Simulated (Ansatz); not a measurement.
**CH5FGeSiZn: vertical ionisation energy**

The task here is to estimate one member of a computed series from the others.

The runs use Ansatz 0.2.0, Gaussian basis; unrestricted cation, the program's frozen cores in correlated methods.

Plan: UKS PBE-D4/def2-TZVPP; UKS r2SCAN-D4/def2-TZVPP; UKS PBE0-D4/def2-TZVPP; UKS B3LYP-D4/def2-TZVPP; UKS wB97X-V/def2-TZVPP; UKS wB97M-V/def2-TZVPP; UKS B2PLYP (frozen core with 3s3p of Cu, Zn)/def2-TZVPP; UHF-CCSD(T) with 3s3p of Cu, Zn/def2-TZVPP; UHF-MP2 with 3s3p of Cu, Zn/def2-QZVPP; extrapolation to the limit; then −ε(HOMO) from the neutral's earlier runs with LDA (SPW92), PBE-D4, revPBE-D4, BLYP-D4, r2SCAN-D4, B97M-V, PBE0-D4, B3LYP-D4, r2SCANh-D4, r2SCAN0-D4, HSE06-D4, BHLYP-D4, CAM-B3LYP-D4, LC-ωPBE, ωB97X-V, ωB97M-V.

## The geometry

The geometry comes from an earlier relaxation with PBE0-D4 in a triple-zeta def2 set; it is a stationary point, not always the lowest conformer.

SMILES `[F][Zn][GeH]1[CH2][SiH2]1`, 10 atoms, charge 0, spin multiplicity 1.

Atoms are counted from 1 here; the program's logs count them from 0.

Bond lengths: F1–Zn2 1.760 Å, Zn2–Ge3 2.336 Å, Ge3–C4 2.027 Å, Ge3–Si5 2.311 Å, Ge3–H6 1.534 Å, C4–Si5 1.870 Å, C4–H7 1.086 Å, C4–H8 1.087 Å, Si5–H9 1.481 Å, Si5–H10 1.481 Å. Angles: F1–Zn2–Ge3 178.3°, Zn2–Ge3–C4 117.1°, Zn2–Ge3–Si5 123.5°, Zn2–Ge3–H6 118.3°, C4–Ge3–Si5 50.6°, C4–Ge3–H6 110.8°, Si5–Ge3–H6 116.4°, Ge3–C4–Si5 72.6°, Ge3–C4–H7 116.3°, Ge3–C4–H8 114.1°, Si5–C4–H7 118.4°, Si5–C4–H8 118.2°, H7–C4–H8 111.9°, Ge3–Si5–C4 56.8°, Ge3–Si5–H9 120.2°, Ge3–Si5–H10 120.7°, C4–Si5–H9 116.8°, C4–Si5–H10 117.4° and more.

The first run:

in.yaml reads:

```yaml
crystal:
  periodic: [false, false, false]
  atoms:
    - {symbol: F, position_ang: [-3.895109, -1.911539, 0.583397]}
    - {symbol: Zn, position_ang: [-2.357365, -1.073404, 0.760158]}
    - {symbol: Ge, position_ang: [-0.328858, 0.071890, 0.935487]}
    - {symbol: C, position_ang: [1.160415, -0.487796, -0.320139]}
    - {symbol: Si, position_ang: [0.633489, 1.237932, -0.811960]}
    - {symbol: H, position_ang: [0.222264, 0.366888, 2.336223]}
    - {symbol: H, position_ang: [0.936805, -1.308871, -0.994891]}
    - {symbol: H, position_ang: [2.125179, -0.611971, 0.164355]}
    - {symbol: H, position_ang: [-0.083714, 1.375826, -2.100741]}
    - {symbol: H, position_ang: [1.586885, 2.341044, -0.551900]}
basis:
  gaussian: {orbitals: def2-TZVPP}
total_charge: 1
magnetization: {spin_polarized: true, initial_magnetization: 1}
hamiltonian: {xc: pbe, dispersion: d4}
```

The run is started by

```bash
> ansatz run in.yaml --threads 2 --pin off --events-out ev --progress --plain --max-ram 22528MiB --backend cuda --devices 0, --max-vram 18GiB
```

Steps of the session up to this table: Cation, UKS PBE-D4/def2-TZVPP; Cation, UKS r2SCAN-D4/def2-TZVPP; Cation, UKS PBE0-D4/def2-TZVPP; Cation, UKS B3LYP-D4/def2-TZVPP; Cation, UKS wB97X-V/def2-TZVPP; Cation, UKS wB97M-V/def2-TZVPP; Cation, UKS B2PLYP (frozen core with 3s3p of Cu, Zn)/def2-TZVPP; Cation, UHF-CCSD(T) with 3s3p of Cu, Zn/def2-TZVPP; Cation, UHF-MP2 with 3s3p of Cu, Zn/def2-QZVPP.

One table of the session follows, with a row left open; its other results are not shown here.

For comparison, −ε(HOMO) of the neutral from earlier runs:

| functional | −ε(HOMO) (eV) |
| --- | --- |
| LDA (SPW92) | 6.01 |
| PBE-D4 | 5.85 |
| revPBE-D4 | 5.78 |
| BLYP-D4 | 5.69 |
| r2SCAN-D4 | 6.04 |
| B97M-V | 6.03 |
| PBE0-D4 | 6.77 |
| B3LYP-D4 | 6.59 |
| r2SCANh-D4 | 6.39 |
| r2SCAN0-D4 | 6.90 |
| HSE06-D4 | ? |
| BHLYP-D4 | 7.56 |
| CAM-B3LYP-D4 | 7.93 |
| LC-ωPBE | 9.13 |
| ωB97X-V | 8.84 |
| ωB97M-V | 8.70 |

Q: Estimate the row for HSE06-D4 from the others.

**Answer.** −ε(HOMO) (eV): 6.38. In the column «−ε(HOMO) (eV)» it lies between r2SCAN-D4 (6.04) and r2SCANh-D4 (6.39).
